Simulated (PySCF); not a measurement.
# Ge₂H₇PS: NMR shifts at several levels of theory, part 1 of 2

How much do the NMR shifts of Ge₂H₇PS (`[PH2][GeH2][S][GeH3]`) depend on the level of theory, and what does each level cost?

Programs: PySCF 2.14.0, with density-fitted response routines of our own. Each step states its level of theory. These are calculated values for one molecule in the gas phase, unless marked as measured. Atoms count from 0, in the outputs and in this text.

### 1 The molecule as given

11 atoms, charge 0, multiplicity 1; geometry from: PBE0-D3(BJ)/def2-SVP.

Bonds of the start (Å): P0–Ge1 2.33, Ge1–S2 2.23, S2–Ge3 2.23, P0–H4 1.43, P0–H5 1.43, Ge1–H6 1.54, Ge1–H7 1.54, Ge3–H8 1.54, Ge3–H9 1.54, Ge3–H10 1.54.

### 2 NMR shieldings: PBE0/6-31G*

What the job is given:

```
{"job": {"kind": "nmr", "xc": "PBE0", "basis": "6-31G*", "pop": true}, "charge": 0, "multiplicity": 1}
P     -1.836174     0.222206    -1.076897
Ge    -0.980093    -0.433238     0.984912
S      0.840085     0.785438     1.397833
Ge     1.984896     0.402388    -0.481001
H     -2.384388     1.431277    -0.551172
H     -3.051964    -0.512781    -0.909669
H     -1.917652    -0.166567     2.176156
H     -0.614498    -1.928921     0.907741
H      1.501196     1.327929    -1.608888
H      3.449823     0.705344    -0.130943
H      1.810907    -1.070252    -0.893152
```

Level: GIAO PBE0/6-31G* NMR shielding, non-relativistic, gas phase.

Started as:

```bash
$ OMP_NUM_THREADS=1 python probes_run.py task.json out
```

The driver reads the jobs from task.json and runs them one after another.

The log of the run:

```text
coarse grid: 44864 points
cycle   1  E = -4896.3402950221  dE = -1.149e+00  |g| = 5.471e-01  |ddm| = 3.083e+00
cycle   2  E = -4896.3120517660  dE =  2.824e-02  |g| = 6.753e-01  |ddm| = 1.114e+00
cycle   3  E = -4896.3869757651  dE = -7.492e-02  |g| = 3.668e-02  |ddm| = 6.732e-01
cycle   4  E = -4896.3873817749  dE = -4.060e-04  |g| = 1.658e-02  |ddm| = 7.841e-02
cycle   5  E = -4896.3874745322  dE = -9.276e-05  |g| = 2.093e-03  |ddm| = 2.598e-02
cycle   6  E = -4896.3874759514  dE = -1.419e-06  |g| = 4.391e-04  |ddm| = 3.867e-03
final grid: 87352 points
cycle   7  E = -4896.3873890409  dE = -2.211e-08  |g| = 4.474e-04  |ddm| = 1.700e-03
cycle   8  E = -4896.3873890288  dE =  1.215e-08  |g| = 5.263e-04  |ddm| = 1.404e-03
cycle   9  E = -4896.3873891099  dE = -8.113e-08  |g| = 5.953e-05  |ddm| = 7.136e-04
cycle  10  E = -4896.3873891105  dE = -5.293e-10  |g| = 2.647e-06  |ddm| = 5.040e-05
converged SCF energy = -4896.3873891105

GIAO shielding tensors (ppm)
atom      isotropic    diamagn.    paramagn.     s11        s22        s33       span
  0 P      606.977     967.112    -360.135    543.055    605.057    672.818    129.763
  1 Ge    1572.056    2760.551   -1188.495   1472.020   1552.818   1691.330    219.310
  2 S      837.371    1057.421    -220.050    777.784    848.067    886.264    108.480
  3 Ge    1637.655    2759.925   -1122.270   1561.035   1602.017   1749.913    188.878
  4 H       30.044      29.660       0.384     24.833     27.801     37.498     12.666
  5 H       30.131      28.989       1.142     24.519     26.617     39.255     14.736
  6 H       26.222      28.550      -2.328     18.978     21.230     38.459     19.481
  7 H       26.676      29.552      -2.876     19.956     22.210     37.862     17.907
  8 H       26.924      28.932      -2.008     19.500     23.411     37.862     18.363
  9 H       27.009      27.643      -0.634     19.887     21.796     39.343     19.457
 10 H       27.134      29.521      -2.387     20.333     24.053     37.018     16.685
```

Run time: 11 s. Hardware: 1 thread of Arm Neoverse V2, shared host; peak memory 0.75 GiB.

Shifts follow as δ = σ(reference) − σ, with reference shieldings (ppm) from runs at the same level and on the same kind of geometry: 1H TMS 31.96, 31P H3PO4 376.2, 33S CS2 546, 73Ge GeMe4 1541. The references are single molecules in the gas phase, so shifts against H2O, NH3, PH3, H3PO4 or CFCl3 are not on the usual liquid scales and can be off by tens of ppm. Atoms listed in one row are averaged.

```csv
atoms,environment,σ (ppm),δ (ppm)
"H6, H7","hydrogen on a germanium bonded to P, S",26.45,5.51
"H8, H9, H10",hydrogen on a germanium bonded to S,27.02,4.94
"H4, H5",hydrogen on a phosphorus bonded to Ge,30.09,1.88
P0,"phosphorus bonded to Ge, 2 H",607.0,-230.7
Ge1,"germanium bonded to P, S, 2 H",1572,-31
Ge3,"germanium bonded to S, 3 H",1638,-97
S2,sulfur bonded to 2 Ge,837,-291
```

Charges from the same density, by scheme (e):

```csv
atoms,Mulliken,IAO,Hirshfeld,ESP fit
P0,-0.10,-0.07,-0.01,-0.27
Ge1,-0.01,0.39,0.22,0.17
S2,-0.20,-0.38,-0.21,-0.26
Ge3,-0.03,0.39,0.25,0.08
```

Mayer bond orders: P0–Ge1 0.95, Ge1–S2 1.02, S2–Ge3 1.01.

### 3 Nuclear shieldings: PBE0/def2-SVP

Settings changed since step 2:

```diff
@@ -1,2 +1,2 @@
-{"job": {"kind": "nmr", "xc": "PBE0", "basis": "6-31G*", "pop": true}, "charge": 0, "multiplicity": 1}
+{"job": {"kind": "nmr", "xc": "PBE0", "basis": "def2-SVP", "pop": true}, "charge": 0, "multiplicity": 1}
 P     -1.836174     0.222206    -1.076897
```

Method: GIAO PBE0/def2-SVP NMR shielding, non-relativistic, gas phase.

The log of the run:

```text
coarse grid: 44864 points
cycle   1  E = -4896.2010796657  dE = -1.198e+00  |g| = 5.473e-01  |ddm| = 3.160e+00
cycle   2  E = -4896.1721251435  dE =  2.895e-02  |g| = 6.690e-01  |ddm| = 1.113e+00
cycle   3  E = -4896.2473132491  dE = -7.519e-02  |g| = 3.997e-02  |ddm| = 6.873e-01
cycle   4  E = -4896.2477961412  dE = -4.829e-04  |g| = 1.704e-02  |ddm| = 8.373e-02
cycle   5  E = -4896.2478882849  dE = -9.214e-05  |g| = 1.839e-03  |ddm| = 2.680e-02
cycle   6  E = -4896.2478891654  dE = -8.804e-07  |g| = 5.464e-04  |ddm| = 3.204e-03
final grid: 87352 points
cycle   7  E = -4896.2478455399  dE = -2.715e-08  |g| = 5.309e-04  |ddm| = 1.716e-03
cycle   8  E = -4896.2478455279  dE =  1.203e-08  |g| = 5.835e-04  |ddm| = 1.423e-03
cycle   9  E = -4896.2478456261  dE = -9.821e-08  |g| = 7.951e-05  |ddm| = 7.398e-04
cycle  10  E = -4896.2478456270  dE = -8.458e-10  |g| = 4.417e-06  |ddm| = 6.331e-05
converged SCF energy = -4896.2478456270

GIAO shielding tensors (ppm)
atom      isotropic    diamagn.    paramagn.     s11        s22        s33       span
  0 P      628.747     965.995    -337.247    562.319    635.370    688.553    126.234
  1 Ge    1528.497    2757.133   -1228.636   1410.854   1519.023   1655.613    244.759
  2 S      847.465    1057.390    -209.925    789.908    860.634    891.851    101.943
  3 Ge    1601.824    2755.867   -1154.043   1495.610   1583.577   1726.284    230.674
  4 H       29.614      29.409       0.205     24.359     27.289     37.194     12.835
  5 H       29.695      28.704       0.991     24.171     26.183     38.732     14.561
  6 H       25.775      28.424      -2.649     18.568     20.876     37.881     19.312
  7 H       26.233      29.455      -3.222     19.486     21.840     37.372     17.886
  8 H       26.425      28.772      -2.347     19.059     22.924     37.294     18.235
  9 H       26.545      27.426      -0.881     19.466     21.410     38.758     19.292
 10 H       26.629      29.242      -2.614     19.868     23.489     36.530     16.662
```

It took 13 s on 1 thread of Arm Neoverse V2, shared host; peak memory 0.9 GiB.

In short: δ P0 -242.9, Ge1 -70, Ge3 -144, S2 -280, H6 5.34, H8 4.81 ppm (means over like atoms).

### 4 Shielding tensors: PBE0/def2-TZVP

Settings changed since step 3:

```diff
@@ -1,2 +1,2 @@
-{"job": {"kind": "nmr", "xc": "PBE0", "basis": "def2-SVP", "pop": true}, "charge": 0, "multiplicity": 1}
+{"job": {"kind": "nmr", "xc": "PBE0", "basis": "def2-TZVP", "pop": true}, "charge": 0, "multiplicity": 1}
 P     -1.836174     0.222206    -1.076897
```

Method: GIAO PBE0/def2-TZVP NMR shielding, non-relativistic, gas phase.

The log of the run:

```text
coarse grid: 44864 points
cycle   1  E = -4896.9500977540  dE = -1.141e+00  |g| = 9.317e-01  |ddm| = 2.517e+00
cycle   2  E = -4896.8947700844  dE =  5.533e-02  |g| = 1.150e+00  |ddm| = 9.838e-01
cycle   3  E = -4897.0277477993  dE = -1.330e-01  |g| = 6.914e-02  |ddm| = 6.175e-01
cycle   4  E = -4897.0287947895  dE = -1.047e-03  |g| = 2.969e-02  |ddm| = 8.866e-02
cycle   5  E = -4897.0290650995  dE = -2.703e-04  |g| = 4.272e-03  |ddm| = 3.188e-02
cycle   6  E = -4897.0290681447  dE = -3.045e-06  |g| = 1.597e-03  |ddm| = 4.100e-03
final grid: 87352 points
cycle   7  E = -4897.0290049327  dE =  8.047e-08  |g| = 1.825e-03  |ddm| = 2.877e-03
cycle   8  E = -4897.0290046443  dE =  2.884e-07  |g| = 2.249e-03  |ddm| = 2.739e-03
cycle   9  E = -4897.0290055495  dE = -9.051e-07  |g| = 2.329e-04  |ddm| = 1.500e-03
cycle  10  E = -4897.0290055555  dE = -6.063e-09  |g| = 1.402e-05  |ddm| = 1.358e-04
cycle  11  E = -4897.0290055556  dE = -4.729e-11  |g| = 4.472e-06  |ddm| = 1.691e-05
converged SCF energy = -4897.0290055556

GIAO shielding tensors (ppm)
atom      isotropic    diamagn.    paramagn.     s11        s22        s33       span
  0 P      566.487     966.951    -400.464    493.043    566.601    639.817    146.774
  1 Ge    1438.856    2758.393   -1319.538   1317.621   1428.036   1570.911    253.290
  2 S      797.046    1057.595    -260.549    734.113    801.969    855.056    120.943
  3 Ge    1521.856    2757.852   -1235.996   1429.095   1486.111   1650.362    221.267
  4 H       29.597      29.249       0.348     24.450     27.398     36.943     12.493
  5 H       29.520      28.598       0.921     24.069     26.193     38.297     14.228
  6 H       25.742      28.112      -2.370     18.705     20.953     37.568     18.863
  7 H       26.180      28.780      -2.600     19.457     21.783     37.301     17.844
  8 H       26.377      28.611      -2.234     19.127     22.803     37.202     18.074
  9 H       26.561      27.532      -0.971     19.573     21.536     38.575     19.002
 10 H       26.608      28.847      -2.239     19.947     23.300     36.578     16.630
```

Run time: 27 s. Hardware: 1 thread of Arm Neoverse V2, shared host; peak memory 0.99 GiB.

Key values: δ P0 -285.5, Ge1 -65, Ge3 -148, S2 -305, H6 5.52, H8 4.97 ppm (means over like atoms).

### 5 NMR shieldings: PBE0/cc-pVDZ

Settings changed since step 4:

```diff
@@ -1,2 +1,2 @@
-{"job": {"kind": "nmr", "xc": "PBE0", "basis": "def2-TZVP", "pop": true}, "charge": 0, "multiplicity": 1}
+{"job": {"kind": "nmr", "xc": "PBE0", "basis": "cc-pVDZ", "pop": true}, "charge": 0, "multiplicity": 1}
 P     -1.836174     0.222206    -1.076897
```

With the program's defaults for keys left out, this is: GIAO PBE0/cc-pVDZ NMR shielding, non-relativistic, gas phase.

The log of the run:

```text
coarse grid: 44864 points
cycle   1  E = -4896.9078994964  dE = -1.105e+00  |g| = 3.319e-01  |ddm| = 5.567e+00
cycle   2  E = -4896.8924568570  dE =  1.544e-02  |g| = 3.852e-01  |ddm| = 1.847e+00
cycle   3  E = -4896.9404339026  dE = -4.798e-02  |g| = 4.169e-02  |ddm| = 1.025e+00
cycle   4  E = -4896.9410212678  dE = -5.874e-04  |g| = 1.194e-02  |ddm| = 1.230e-01
cycle   5  E = -4896.9410727339  dE = -5.147e-05  |g| = 2.541e-03  |ddm| = 3.923e-02
cycle   6  E = -4896.9410752444  dE = -2.510e-06  |g| = 5.829e-04  |ddm| = 8.284e-03
final grid: 87352 points
cycle   7  E = -4896.9410223769  dE =  1.979e-08  |g| = 6.792e-04  |ddm| = 3.777e-03
cycle   8  E = -4896.9410222947  dE =  8.218e-08  |g| = 8.295e-04  |ddm| = 4.046e-03
cycle   9  E = -4896.9410225494  dE = -2.547e-07  |g| = 2.915e-05  |ddm| = 2.244e-03
cycle  10  E = -4896.9410225497  dE = -2.956e-10  |g| = 3.319e-06  |ddm| = 7.285e-05
converged SCF energy = -4896.9410225497

GIAO shielding tensors (ppm)
atom      isotropic    diamagn.    paramagn.     s11        s22        s33       span
  0 P      627.088     967.620    -340.532    560.738    632.102    688.424    127.686
  1 Ge    1597.879    2756.276   -1158.396   1485.218   1584.860   1723.560    238.343
  2 S      829.778    1058.528    -228.750    771.153    838.107    880.074    108.922
  3 Ge    1670.391    2755.420   -1085.029   1582.155   1640.227   1788.791    206.636
  4 H       29.639      29.289       0.349     24.356     27.354     37.206     12.850
  5 H       29.685      28.539       1.146     24.127     26.196     38.732     14.605
  6 H       25.727      28.416      -2.688     18.465     20.792     37.925     19.460
  7 H       26.168      29.276      -3.108     19.375     21.680     37.447     18.072
  8 H       26.394      28.750      -2.357     18.995     22.818     37.368     18.373
  9 H       26.522      27.566      -1.044     19.376     21.363     38.826     19.450
 10 H       26.611      29.162      -2.551     19.787     23.400     36.646     16.859
```

Run time: 14 s. Hardware: 1 thread of Arm Neoverse V2, shared host; peak memory 0.83 GiB.

This run: δ P0 -237.7, Ge1 -55, Ge3 -127, S2 -281, H6 5.34, H8 4.78 ppm (means over like atoms).

(Continued in part 2 of 2.)
